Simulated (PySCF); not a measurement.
# C2H2O5S: the cost of one run

Computed with PySCF 2.14.0 and routines of our own; the level stands in each step. Atoms count from 0.

## Step 1: The starting structure

10 atoms, charge 0, multiplicity 1; geometry from: GFN2-xTB.

## Step 2: Vibronic structure: TDDFT B3LYP/6-31+G*

The job: settings as JSON, then the geometry in Å.

```
{"job": {"kind": "vib", "xc": "B3LYP", "basis": "6-31+G*", "tda": false}, "charge": 0, "multiplicity": 1}
O      1.959425    -1.339314     0.450472
C      0.965730    -0.700567     0.335022
C      0.824552     0.644083    -0.381953
O     -0.431356     1.155741    -0.019496
S     -1.407324    -0.087875     0.193617
O     -2.379091     0.202757     1.165456
O     -1.774309    -0.640169    -1.053563
O     -0.232739    -1.051964     0.825449
H      0.882518     0.474906    -1.464550
H      1.601477     1.347056    -0.072982
```

Method: TDDFT B3LYP/6-31+G* vertical-gradient vibronic structure (displaced harmonic oscillators, Condon), gas phase.

Command:

```sh
> OMP_NUM_THREADS=1 python excited_run.py task.json out
```

One launch serves the whole session: the jobs run in the order shown.

Q: Estimate the wall time and peak memory of this first job on 1 thread of Arm Neoverse N1, shared host.

About 62 s, with a peak of 0.9 GiB.
